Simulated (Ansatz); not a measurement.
**Cu: energy and pressure over a range of volumes**

The task here is to estimate one member of a computed series from the others.

Computed with Ansatz 0.2.0 (DFT PBEsol, scalar-relativistic, unless a step's input says otherwise).

## The starting structure

Symmetry: Fm-3m, No. 225, cubic system. The conventional cell has a = 3.615 Å, b = 3.615 Å, c = 3.615 Å, α = 90.00°, β = 90.00°, γ = 90.00°. Cu (site symmetry m-3m) is surrounded by 12 Cu at 2.56 Å.

Coordinates:

```cif
data_structure
_symmetry_space_group_name_H-M 'Fm-3m'
_symmetry_Int_Tables_number 225
_cell_length_a 3.6150
_cell_length_b 3.6150
_cell_length_c 3.6150
_cell_angle_alpha 90.000
_cell_angle_beta 90.000
_cell_angle_gamma 90.000
_cell_volume 47.24
loop_
_atom_site_label
_atom_site_type_symbol
_atom_site_symmetry_multiplicity
_atom_site_Wyckoff_symbol
_atom_site_fract_x
_atom_site_fract_y
_atom_site_fract_z
_atom_site_occupancy
Cu1 Cu 4 a 0.00000 0.00000 0.00000 1
```

The file gives the conventional cell by its symmetry; the runs use the cell typed in the input.

Set-up of the first run:

Contents of input.yaml:

```yaml
crystal:
  lattice:
    - [0.0, 1.7830713297, 1.7830713297]
    - [1.7830713297, 0.0, 1.7830713297]
    - [1.7830713297, 1.7830713297, 0.0]
  atoms:
    - { symbol: Cu, position: [0.0, 0.0, 0.0] }
kpoints:
  mp_grid: { grid: [17, 17, 17] }
  band_path:
    path:
      - [0.0, 0.0, 0.0]
      - [0.5, 0.0, 0.5]
      - [0.625, 0.25, 0.625]
      - [0.375, 0.375, 0.75]
      - [0.0, 0.0, 0.0]
      - [0.5, 0.5, 0.5]
      - [0.5, 0.25, 0.75]
      - [0.5, 0.0, 0.5]
    npoints: 5
scf:
  occupations: { method: fermi_dirac, width: 0.03 }
hamiltonian:
  xc: pbesol
  pseudopotentials: { kind: all_electron, lapw: { basis_error: 0.00025 } }
output:
  forces: true
  stress: true
  eigenvalues: true
```

Started as:

```
$ ansatz run input.yaml --threads 1 --pin off --max-ram 3072MiB --backend cpu --events-out ev --progress --plain --runs-dir out
```

Steps of the session up to this table: Volume × 0.96, LAPW; Volume × 0.96, PAW; Volume × 0.96, crystal datasets; Volume × 0.99, LAPW; Volume × 0.99, PAW; Volume × 0.99, crystal datasets; Volume × 1.02, LAPW; Volume × 1.02, PAW; Volume × 1.02, crystal datasets; Volume × 1.06, LAPW; Volume × 1.06, PAW; Volume × 1.06, crystal datasets.

One of the session's tables, all rows but one given; the rest of the session is left out.

It belongs to the step «Fits». 

| method | volume (Å³/atom) | pressure (GPa) |
| --- | --- | --- |
| LAPW | 11.338 | -0.56 |
| LAPW | 11.692 | -5.30 |
| LAPW | 12.047 | -9.22 |
| LAPW | 12.519 | -13.40 |
| PAW | 11.338 | ? |
| PAW | 11.692 | -5.30 |
| PAW | 12.047 | -9.22 |
| PAW | 12.519 | -13.40 |
| crystal datasets | 11.338 | -0.56 |
| crystal datasets | 11.692 | -5.30 |
| crystal datasets | 12.047 | -9.22 |
| crystal datasets | 12.519 | -13.40 |

Estimate the missing values for PAW, 11.338.

**Answer.** pressure (GPa): -0.55. In the column «pressure (GPa)» it is the highest.

Caveats from the session: Warnings in the runs' records: crystal datasets made.
